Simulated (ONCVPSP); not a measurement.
# Ga: the cost of one run

Program: ONCVPSP 4.0.1. Reference atom: PBEsol, scalar-relativistic, spherical and spin-unpolarised. All values are calculated.

### 1 The atom and the settings

The settings as typed:

```json
{
 "element": "gallium (Ga, Z = 31)",
 "type": "optimised norm-conserving Vanderbilt (ONCV)",
 "frozen core": "[Ne]",
 "valence charge": "21",
 "reference configuration": "3s2 3p6 3d10 4s1.5 4p1.5",
 "partial waves": "3s+4s: rc 1.20 bohr, ncon 3, nbas 7, qcut 10.7 1/bohr, 2 projectors; 3p+4p: rc 1.00 bohr, ncon 5, nbas 8, qcut 17 1/bohr, 2 projectors; 3d: rc 1.40 bohr, ncon 5, nbas 10, qcut 9.5 1/bohr, 2 projectors, debl 3.1 Ha",
 "local potential": "polynomial inside 0.75 bohr (lpopt 5, dvloc0 0 Ha)",
 "core correction": "not asked for"
}
```

The nodes and maxima of the atom's own shells, from an earlier all-electron run, set the scale for the radii.

All-electron outer shells of the reference configuration (PBEsol, scalar-relativistic, ld1.x):

```csv
shell,level (eV),outermost node (bohr),outermost maximum (bohr)
2s,-1262.17,0.07,0.18
2p,-1099.19,–,0.15
3s,-148.78,0.27,0.56
3p,-99.68,0.24,0.56
3d,-20.13,–,0.53
4s,-9.53,0.81,1.87
4p,-2.98,0.87,2.50
```

### 2 The generation run

Ga.dat

```
# ATOM AND REFERENCE CONFIGURATION
# atsym  z   nc   nv     iexc    psfile
  Ga 31.00    3    5  -116133      upf
#
#   n    l    f
    1    0    2.00
    2    0    2.00
    2    1    6.00
    3    0    2.00
    3    1    6.00
    3    2   10.00
    4    0    1.50
    4    1    1.50
#
# PSEUDOPOTENTIAL AND OPTIMIZATION
# lmax
    2
#
#   l,   rc,      ep,       ncon, nbas, qcut
    0    1.20    0.00    3    7   10.70
    1    1.00    0.00    5    8   17.00
    2    1.40    0.00    5   10    9.50
#
# LOCAL POTENTIAL
# lloc, lpopt,  rc(5),   dvloc0
    4    5    0.75    0.00
#
# VANDERBILT-KLEINMAN-BYLANDER PROJECTORs
# l, nproj, debl
    0    2    3.80
    1    2    3.30
    2    2    3.10
#
# MODEL CORE CHARGE
# icmod, fcfact, rcfact
    0    0.00    0.00
#
# LOG DERIVATIVE ANALYSIS
# epsh1, epsh2, depsh
   -7.00    5.00    0.04
#
# OUTPUT GRID
# rlmax, drl
    6.00    0.01
#
# TEST CONFIGURATIONS
# ncnf
    4
# nvcnf
#   n    l    f
    5
    3    0    2.00
    3    1    6.00
    3    2   10.00
    4    0    2.00
    4    1    1.00
#
    5
    3    0    2.00
    3    1    6.00
    3    2   10.00
    4    0    2.00
    4    1    0.00
#
    5
    3    0    2.00
    3    1    6.00
    3    2   10.00
    4    0    1.00
    4    1    0.00
#
    5
    3    0    2.00
    3    1    6.00
    3    2    9.00
    4    0    0.00
    4    1    0.00
#
```

Launch:

```console
$ oncvpsp.x < Ga.dat > Ga.out
```

**Question.** How long does this run take on 1 thread of Intel Xeon Platinum 8375C at 2.90GHz, shared host?

About 4.5 s.
